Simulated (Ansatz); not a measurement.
# NaCl: properties at the relaxed cell

The task here is to estimate one member of a computed series from the others.

The COD entry's cell or inner coordinates are ideal or old and differ from later refinements, so a difference from it is no clean test against experiment.

Computed with Ansatz 0.2.0 (DFT PBE, scalar-relativistic, plane waves, PAW, unless a step's input says otherwise).

1 further run of the same task is left out (set aside as unsound or not needed).

## The structure to begin with

It takes space group Fm-3m (No. 225, cubic). The conventional cell has a = 5.694 Å, b = 5.694 Å, c = 5.694 Å, α = 90.00°, β = 90.00°, γ = 90.00°. Na (site symmetry m-3m) is surrounded by 6 Cl at 2.85 Å. Around Cl (site symmetry m-3m) lie 6 Na at 2.85 Å.

Coordinates:

```cif
data_structure
_symmetry_space_group_name_H-M 'Fm-3m'
_symmetry_Int_Tables_number 225
_cell_length_a 5.6942
_cell_length_b 5.6942
_cell_length_c 5.6942
_cell_angle_alpha 90.000
_cell_angle_beta 90.000
_cell_angle_gamma 90.000
_cell_volume 184.63
loop_
_atom_site_label
_atom_site_type_symbol
_atom_site_symmetry_multiplicity
_atom_site_Wyckoff_symbol
_atom_site_fract_x
_atom_site_fract_y
_atom_site_fract_z
_atom_site_occupancy
Na1 Na 4 a 0.00000 0.00000 0.00000 1
Cl1 Cl 4 b 0.50000 0.00000 0.00000 1
```

It is the result of an earlier relaxation at this level (volume 23.08 Å³/atom; gap on the mesh: 5.00 eV).

Set-up of the first run:

input.yaml

```yaml
crystal:
  lattice:
    - [0.0, 2.847093356, 2.847093356]
    - [2.847093356, 0.0, 2.847093356]
    - [2.847093356, 2.847093356, 0.0]
  atoms:
    - { symbol: Na, position: [0.0, 0.0, 0.0] }
    - { symbol: Cl, position: [0.5, 0.5, 0.5] }
basis:
  ecutwfc: 420
kpoints:
  mp_grid: { grid: [8, 8, 8] }
  band_path:
    path:
      - [[0.0, 0.0, 0.0], [0.5, 0.0, 0.5], [0.625, 0.25, 0.625]]
      - [[0.375, 0.375, 0.75], [0.0, 0.0, 0.0], [0.5, 0.5, 0.5], [0.5, 0.25, 0.75], [0.5, 0.0, 0.5]]
    npoints: 14
hamiltonian:
  xc: pbe
scf:
  occupations: { method: gaussian, width: 0.02 }
  n_extra_bands: 6
output:
  forces: true
  stress: true
  eigenvalues: true
  populations: true
  dos: { projected: true, de: 0.02, nscf_kmesh: { grid: [12, 12, 12] } }
  bader: true
```

On the command line:

```console
ansatz run input.yaml --threads 1 --pin off --max-ram 2560MiB --backend cpu --events-out ev --progress --plain --runs-dir out
```

Among the steps run: Electronic structure at the relaxed geometry; Seeking the band edges over the whole zone; Eigenvalues a small step from each edge; Point at V/V0 = 0.97; Point at V/V0 = 1.03; The cell scaled to 0.94 of its volume; Point at V/V0 = 1.06.

One table of the session follows, with a row left open; its other results are not shown here.

It belongs to the step «Equation of state». 

```
volume (Å³/atom)  energy above the lowest point (meV/atom)  pressure (GPa)  gap on the mesh (eV)
          21.694                                       7.1            1.72                  5.24
          22.386                                         ?               ?                     ?
          23.078                                       0.0            0.02                  5.00
          23.771                                       1.4           -0.63                  4.89
          24.463                                       5.3           -1.19                  4.79
```

Estimate the missing values for volume (Å³/atom) = 22.386.

Worked estimate for «energy above the lowest point (meV/atom)». A straight line through the neighbours (21.694, 7.1) and (23.078, 0.0) gives 7.1 + (0.0 − 7.1) × (22.386 − 21.694) / (23.078 − 21.694) = 3.5; a parabola fitted to 3 rows on both sides gives 1.9.

**Answer.** energy above the lowest point (meV/atom): 1.7; pressure (GPa): 0.80; gap on the mesh (eV): 5.11. In «energy above the lowest point (meV/atom)» the line misses by +1.8 and the parabola by +0.2.
